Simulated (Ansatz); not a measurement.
# BF3H2O: taking an electron away

One table from this session's results is given with a row withheld; the runs are named, their logs left out.

Method: unrestricted cation, the program's frozen cores in correlated methods; program: Ansatz 0.2.0, Gaussian basis.

Levels to be run: UKS PBE-D4/def2-TZVPP; UKS r2SCAN-D4/def2-TZVPP; UKS PBE0-D4/def2-TZVPP; UKS B3LYP-D4/def2-TZVPP; UKS wB97X-V/def2-TZVPP; UKS wB97M-V/def2-TZVPP; UKS B2PLYP/def2-TZVPP; UHF-CCSD(T)/def2-TZVPP; UHF-MP2/def2-QZVPP; extrapolation to the limit; then −ε(HOMO) from the neutral's earlier runs with LDA (SPW92), PBE-D4, revPBE-D4, BLYP-D4, r2SCAN-D4, B97M-V, PBE0-D4, B3LYP-D4, r2SCANh-D4, r2SCAN0-D4, HSE06-D4, BHLYP-D4, CAM-B3LYP-D4, LC-ωPBE, ωB97X-V, ωB97M-V.

## The relaxed structure

All runs share one geometry, relaxed beforehand with PBE0-D4 in a triple-zeta def2 set.

SMILES `[OH2+][B-](F)(F)F`, 7 atoms, charge 0, spin multiplicity 1.

Atoms are counted from 1 here; the program's logs count them from 0.

Bond lengths: O1–B2 1.774 Å, O1–H6 0.965 Å, O1–H7 0.965 Å, B2–F3 1.337 Å, B2–F4 1.352 Å, B2–F5 1.352 Å. Angles: B2–O1–H6 108.4°, B2–O1–H7 108.1°, H6–O1–H7 107.7°, O1–B2–F3 102.7°, O1–B2–F4 100.1°, O1–B2–F5 99.9°, F3–B2–F4 116.6°, F3–B2–F5 116.7°, F4–B2–F5 116.2°.

Set-up of the first run:

Input file in.yaml:

```yaml
crystal:
  periodic: [false, false, false]
  atoms:
    - {symbol: O, position_ang: [-0.684276, 0.703358, 0.318622]}
    - {symbol: B, position_ang: [0.607239, -0.463789, -0.021729]}
    - {symbol: F, position_ang: [1.352584, -0.408435, 1.087122]}
    - {symbol: F, position_ang: [-0.127505, -1.584458, -0.201681]}
    - {symbol: F, position_ang: [1.134544, 0.090734, -1.136160]}
    - {symbol: H, position_ang: [-1.528676, 0.237087, 0.298648]}
    - {symbol: H, position_ang: [-0.692611, 1.357402, -0.390621]}
basis:
  gaussian: {orbitals: def2-TZVPP}
total_charge: 1
magnetization: {spin_polarized: true, initial_magnetization: 1}
hamiltonian: {xc: pbe, dispersion: d4}
```

Command:

```console
$ ansatz run in.yaml --threads 2 --pin off --events-out ev --progress --plain --max-ram 32768MiB --backend cpu
```

Among the steps run: Cation, UKS PBE-D4/def2-TZVPP; Cation, UKS r2SCAN-D4/def2-TZVPP; Cation, UKS PBE0-D4/def2-TZVPP; Cation, UKS B3LYP-D4/def2-TZVPP; Cation, UKS wB97X-V/def2-TZVPP; Cation, UKS wB97M-V/def2-TZVPP; Cation, UKS B2PLYP (frozen core)/def2-TZVPP; Cation, UHF-CCSD(T)/def2-TZVPP; Cation, UHF-MP2/def2-QZVPP.

One of the session's tables, all rows but one given; the rest of the session is left out.

It belongs to the step «Ionisation energies side by side». For comparison, −ε(HOMO) of the neutral from earlier runs:

```
  functional  −ε(HOMO) (eV)
 LDA (SPW92)           8.93
      PBE-D4           8.68
   revPBE-D4           8.58
     BLYP-D4           8.64
   r2SCAN-D4              ?
      B97M-V           9.36
     PBE0-D4          10.86
    B3LYP-D4          10.55
  r2SCANh-D4          10.02
  r2SCAN0-D4          11.25
    HSE06-D4          10.44
    BHLYP-D4          13.04
CAM-B3LYP-D4          12.46
     LC-ωPBE          13.71
     ωB97X-V          13.43
     ωB97M-V          13.41
```

**Question.** Estimate the row for r2SCAN-D4.

Worked estimate for «−ε(HOMO) (eV)». Against the share of exact exchange, r2SCANh-D4 (0.1, 10.02), r2SCAN0-D4 (0.25, 11.25) give a slope of 8.20 per unit share; at 0 the line stands at 9.20.

The run gave: −ε(HOMO) (eV): 9.21. In «−ε(HOMO) (eV)» the line misses by -0.01.
